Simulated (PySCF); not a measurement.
# Cd: excitation energy in x2c-TZVPPall

Each state of cadmium is computed at each level; their differences give the excitation energy. How far do the methods differ?

The numbers are computed with PySCF 2.14.0 (unrestricted determinants in a Gaussian basis, no spin-orbit coupling in the energies), except any that are marked as measured or tabulated.

## Step 1: The atom as given

```
Element                                   : cadmium (Z = 48)
Basis                                     : x2c-TZVPPall
Hamiltonian                               : scalar relativity by spin-free X2C-1e
State 1                                   : Cd: [Kr] 4d10 5s1 5p1, 5s spin antiparallel (an excited configuration)
Needed too, but not shown                 : Cd [Kr] 4d10 5s2 (1S)
Methods                                   : UHF, LDA, PBE, PBE0, r2SCAN, B2PLYP, BP86, TPSSh, HSE06, MP2
Core shells frozen in the correlated runs : valence: [Kr]; valence and next inner shell: [Ar] 3d10 (for Cd)
```

One driver process ran all states and methods and kept the integrals in memory. Each run is shown as a PySCF script that sums up its settings (the driver passes frozen orbitals as a list and adds second-order terms of double hybrids); the logs are those of the runs themselves. The driver starts from symmetry-adapted Hartree-Fock orbitals, holds the occupation by maximum overlap and uses a logarithmic radial grid for functionals, so a plain start would take other cycles.

The integrals over 79 functions and the set-up took 2.1 s of CPU time.

## Step 2: Cd [Kr] 4d10 5s1 5p1, s spin flipped, method by method

#### UHF

File input.py:

```python
from pyscf import gto, scf, dft, mp, cc
import basis_set_exchange as bse
mol = gto.M(atom="Cd 0 0 0", charge=0, spin=0, symmetry="D2h",
            basis=gto.basis.parse(bse.get_basis("x2c-TZVPPall", elements=["Cd"], fmt="nwchem")),
            nucmod="G")
mf = scf.UHF(mol).sfx2c1e()
mf.irrep_nelec = {'Ag': (8, 9), 'B1g': (2, 2), 'B2g': (2, 2), 'B3g': (2, 2), 'B1u': (3, 3), 'B2u': (4, 3), 'B3u': (3, 3)}
mf.kernel()
```

#### LDA

Changes to input.py:

```diff
@@ -5,3 +5,3 @@
             nucmod="G")
-mf = scf.UHF(mol).sfx2c1e()
+mf = dft.UKS(mol, xc="LDA,VWN").sfx2c1e()
 mf.irrep_nelec = {'Ag': (8, 9), 'B1g': (2, 2), 'B2g': (2, 2), 'B3g': (2, 2), 'B1u': (3, 3), 'B2u': (4, 3), 'B3u': (3, 3)}
```

#### PBE

Changes to input.py:

```diff
@@ -5,3 +5,3 @@
             nucmod="G")
-mf = dft.UKS(mol, xc="LDA,VWN").sfx2c1e()
+mf = dft.UKS(mol, xc="PBE").sfx2c1e()
 mf.irrep_nelec = {'Ag': (8, 9), 'B1g': (2, 2), 'B2g': (2, 2), 'B3g': (2, 2), 'B1u': (3, 3), 'B2u': (4, 3), 'B3u': (3, 3)}
```

#### PBE0

Changes to input.py:

```diff
@@ -5,3 +5,3 @@
             nucmod="G")
-mf = dft.UKS(mol, xc="PBE").sfx2c1e()
+mf = dft.UKS(mol, xc="PBE0").sfx2c1e()
 mf.irrep_nelec = {'Ag': (8, 9), 'B1g': (2, 2), 'B2g': (2, 2), 'B3g': (2, 2), 'B1u': (3, 3), 'B2u': (4, 3), 'B3u': (3, 3)}
```

#### r2SCAN

Changes to input.py:

```diff
@@ -5,3 +5,3 @@
             nucmod="G")
-mf = dft.UKS(mol, xc="PBE0").sfx2c1e()
+mf = dft.UKS(mol, xc="R2SCAN").sfx2c1e()
 mf.irrep_nelec = {'Ag': (8, 9), 'B1g': (2, 2), 'B2g': (2, 2), 'B3g': (2, 2), 'B1u': (3, 3), 'B2u': (4, 3), 'B3u': (3, 3)}
```

#### B2PLYP

Changes to input.py:

```diff
@@ -5,3 +5,3 @@
             nucmod="G")
-mf = dft.UKS(mol, xc="R2SCAN").sfx2c1e()
+mf = dft.UKS(mol, xc="0.53*HF + 0.47*B88, 0.73*LYP").sfx2c1e()
 mf.irrep_nelec = {'Ag': (8, 9), 'B1g': (2, 2), 'B2g': (2, 2), 'B3g': (2, 2), 'B1u': (3, 3), 'B2u': (4, 3), 'B3u': (3, 3)}
```

#### BP86

Changes to input.py:

```diff
@@ -5,3 +5,3 @@
             nucmod="G")
-mf = dft.UKS(mol, xc="0.53*HF + 0.47*B88, 0.73*LYP").sfx2c1e()
+mf = dft.UKS(mol, xc="B88,P86").sfx2c1e()
 mf.irrep_nelec = {'Ag': (8, 9), 'B1g': (2, 2), 'B2g': (2, 2), 'B3g': (2, 2), 'B1u': (3, 3), 'B2u': (4, 3), 'B3u': (3, 3)}
```

#### TPSSh

Changes to input.py:

```diff
@@ -5,3 +5,3 @@
             nucmod="G")
-mf = dft.UKS(mol, xc="B88,P86").sfx2c1e()
+mf = dft.UKS(mol, xc="TPSSH").sfx2c1e()
 mf.irrep_nelec = {'Ag': (8, 9), 'B1g': (2, 2), 'B2g': (2, 2), 'B3g': (2, 2), 'B1u': (3, 3), 'B2u': (4, 3), 'B3u': (3, 3)}
```

#### HSE06

Changes to input.py:

```diff
@@ -5,3 +5,3 @@
             nucmod="G")
-mf = dft.UKS(mol, xc="TPSSH").sfx2c1e()
+mf = dft.UKS(mol, xc="HSE06").sfx2c1e()
 mf.irrep_nelec = {'Ag': (8, 9), 'B1g': (2, 2), 'B2g': (2, 2), 'B3g': (2, 2), 'B1u': (3, 3), 'B2u': (4, 3), 'B3u': (3, 3)}
```

## Step 3: Cd [Kr] 4d10 5s1 5p1, s spin flipped, continued

#### MP2 (valence)

input.py: that of step 2 with these lines changed.

```diff
@@ -5,4 +5,5 @@
             nucmod="G")
-mf = dft.UKS(mol, xc="HSE06").sfx2c1e()
+mf = scf.UHF(mol).sfx2c1e()
 mf.irrep_nelec = {'Ag': (8, 9), 'B1g': (2, 2), 'B2g': (2, 2), 'B3g': (2, 2), 'B1u': (3, 3), 'B2u': (4, 3), 'B3u': (3, 3)}
 mf.kernel()
+mp.UMP2(mf, frozen=18).kernel()
```

#### MP2 (valence and next inner shell)

Changes to input.py:

```diff
@@ -8,2 +8,2 @@
 mf.kernel()
-mp.UMP2(mf, frozen=18).kernel()
+mp.UMP2(mf, frozen=14).kernel()
```

**Question.** What will these runs give?

**Answer**, as computed:

```
                                                 quantity                                                   value
excitation energy, Cd → [Kr] 4d10 5s1 5p1, s spin flipped  UHF 3.905, MP2 (valence and next inner shell) 4.633 eV
```

The methods span 0.777 eV, from UHF (3.905) to LDA (4.682). No reference value is at hand in this session. The basis is finite, and no extrapolation was made.
